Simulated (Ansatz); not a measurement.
This script for relaxations under a series of pressures of RbSbO3, space group Pm-3m with the Ansatz DFT code, driven from Python holds a mistake.

The script reads `rbsbo3.cif`:
```cif
data_RbSbO3
_cell_length_a 4.090540
_cell_length_b 4.090540
_cell_length_c 4.090540
_cell_angle_alpha 90.00000
_cell_angle_beta 90.00000
_cell_angle_gamma 90.00000
_symmetry_space_group_name_H-M 'P 1'
_symmetry_Int_Tables_number 1
loop_
_symmetry_equiv_pos_as_xyz
'x, y, z'
loop_
_atom_site_label
_atom_site_type_symbol
_atom_site_fract_x
_atom_site_fract_y
_atom_site_fract_z
Rb1 Rb    0.000000    0.000000    0.000000
Sb2 Sb    0.500000    0.500000    0.500000
O3 O    0.500000    0.500000    0.000000
O4 O    0.500000    0.000000    0.500000
O5 O    0.000000    0.500000    0.500000
```

Script `rbsbo3_compress.py`:
```python
"""Cell of RbSbO3 under pressure."""

import ansatz as az
from ase.io import read
import numpy as np

def edges_and_angles(cell):
    cell = np.asarray(cell)
    a, b, c = np.linalg.norm(cell, axis=1)
    cosines = cell[1] @ cell[2] / (b * c), cell[0] @ cell[2] / (a * c), cell[0] @ cell[1] / (a * b)
    return (a, b, c, *np.degrees(np.arccos(cosines)))


def main() -> None:
    atoms = read("rbsbo3.cif")
    cell = az.Crystal.from_ase(atoms)

    calculation = cell.calculation()
    calculation = calculation.functional(az.Functional.R2SCAN).kpoints(mesh=(4, 4, 4), center="gamma")
    calculation = calculation.occupations("Fixed")

    # H = F + PV, with 1 GPa A^3 = 1/160.21766 eV
    rows = []
    for pressure in [-2, 0, 2, 5, 10]:
        out = calculation.relax(cell=True, pressure=pressure).run(threads=1, pin="off")
        cell = out.lattice.cell_ang
        n_atoms = len(out.lattice.sites)
        volume = abs(np.linalg.det(cell)) / n_atoms
        enthalpy = out.report["free_energy_ev"] / n_atoms + pressure * volume / 160.21766
        rows.append((pressure, volume, enthalpy, *edges_and_angles(cell)))
        print(f"{pressure} GPa done: {volume:.4f} A^3/atom")

    print(" P (GPa)  V (A^3/atom)  H (eV/atom)     a       b       c")
    for row in rows:
        print("{:8.1f} {:12.4f} {:14.5f} {:7.4f} {:7.4f} {:7.4f}".format(*row[:6]))
    p, v = np.array([row[0] for row in rows], float), np.array([row[1] for row in rows])
    print("mean bulk modulus between rows (GPa):", np.round(-np.diff(p) / np.diff(np.log(v)), 1))


if __name__ == "__main__":
    main()
```

`python rbsbo3_compress.py` gives:
```text
DeckWarning: basis.ecutwfc = 500 eV, auto-derived from the records' recommended cutoffs: set by Rb (their level for a meta-GGA)
RunWarning: iter 1: σ=0 fill of 21 bands saw a band overlap (occupied 7.8322 eV > unoccupied 7.1492 eV) — on an unconverged iterate often a transient of an unconverged empty band; one that stands at the close is told there (band_overlap_at_count); if the run fails to converge, the spectrum is likely genuinely metallic at σ=0 — use a smearing of finite width or the tetrahedron method (which not every kind of run takes: see the entry of scf.occupations.method in the input reference), with at [...]
RunWarning: a fill by count may have filled part of one level: at k-index 0 the highest filled band, 7.743825 eV, and the lowest empty band, 7.743825 eV, stand 7.994e-15 eV apart, within the solve's uncertainty, 7.071e-6 eV. If they are one level, whatever splits it, however little, can move the result. A smearing (`scf.occupations.method` with a `width`) well over the split that the run's distortions make, where the deck can take one, can fill the level evenly. On an open shell (a free atom, a [...]
RunWarning: the bands overlap at the fill by count (21 filled at each k-point of a channel): the highest filled level, 8.449498 eV at k-index 9, stands 0.7057 eV over the lowest empty one, 7.743825 eV at k-index 0, so that a fill of the lowest levels lies lower and no gap is reported. A metal, or a carrier in a host's bands, wants a smearing of finite width or the tetrahedron method (`scf.occupations.method`). A defect's level that its images broaden is meant whole, and this fill is then the right one; a shifted mesh or single k-points narrow the overlap
-2 GPa done: 13.2185 A^3/atom
0 GPa done: 13.0504 A^3/atom
2 GPa done: 12.8873 A^3/atom
5 GPa done: 12.5899 A^3/atom
10 GPa done: 12.2768 A^3/atom
 P (GPa)  V (A^3/atom)  H (eV/atom)     a       b       c
    -2.0      13.2185    -2296.76129  4.0431  4.0431  4.0431
     0.0      13.0504    -2296.59734  4.0259  4.0259  4.0259
     2.0      12.8873    -2296.43548  4.0091  4.0091  4.0091
     5.0      12.5899    -2296.19689  3.9780  3.9780  3.9780
    10.0      12.2768    -2295.80898  3.9447  3.9447  3.9447
mean bulk modulus between rows (GPa): [156.2 159.  128.5 198.5]
```
(Warnings from the package without file and line, shortened, repeats left out.)

No error stopped it. What is wrong with the input all the same?

The fault: fixed occupations, though the bands overlap at this level of theory. The change:

```diff
--- before
+++ after
@@ -19,3 +19,3 @@
     calculation = calculation.functional(az.Functional.R2SCAN).kpoints(mesh=(4, 4, 4), center="gamma")
-    calculation = calculation.occupations("Fixed")
+    calculation = calculation.occupations("fermi_dirac", width=0.1)
```

The mended script runs so:

```console
$ python rbsbo3_compress.py
DeckWarning: basis.ecutwfc = 500 eV, auto-derived from the records' recommended cutoffs: set by Rb (their level for a meta-GGA)
-2 GPa done: 13.2176 A^3/atom
0 GPa done: 13.0503 A^3/atom
2 GPa done: 12.8873 A^3/atom
5 GPa done: 12.6692 A^3/atom
10 GPa done: 12.3484 A^3/atom
 P (GPa)  V (A^3/atom)  H (eV/atom)     a       b       c
    -2.0      13.2176    -2296.76777  4.0430  4.0430  4.0430
     0.0      13.0503    -2296.60382  4.0259  4.0259  4.0259
     2.0      12.8873    -2296.44196  4.0091  4.0091  4.0091
     5.0      12.6692    -2296.20269  3.9863  3.9863  3.9863
    10.0      12.3484    -2295.81241  3.9524  3.9524  3.9524
mean bulk modulus between rows (GPa): [157.  159.1 175.8 195. ]
```
(Warnings from the package without file and line.)

Notes:
- Total energies depend on the potentials; only differences at equal settings carry meaning.
- At a fixed pressure a relaxation lowers the enthalpy F + PV, while F alone can rise.
- The mesh is modest for a metal, so energies can be off by several to tens of meV an atom and pressures by half a GPa or more; differences at equal mesh fare better.
- This cell is a computed structure, which may not be the phase found in nature.
- Symmetry holds the cell in this phase, whether or not it is the stable one at each pressure.
- Wall time of the script: 41 s on 1 thread of Intel(R) Xeon(R) Processor @ 2.30GHz (shared host), peak memory 0.71 GiB.
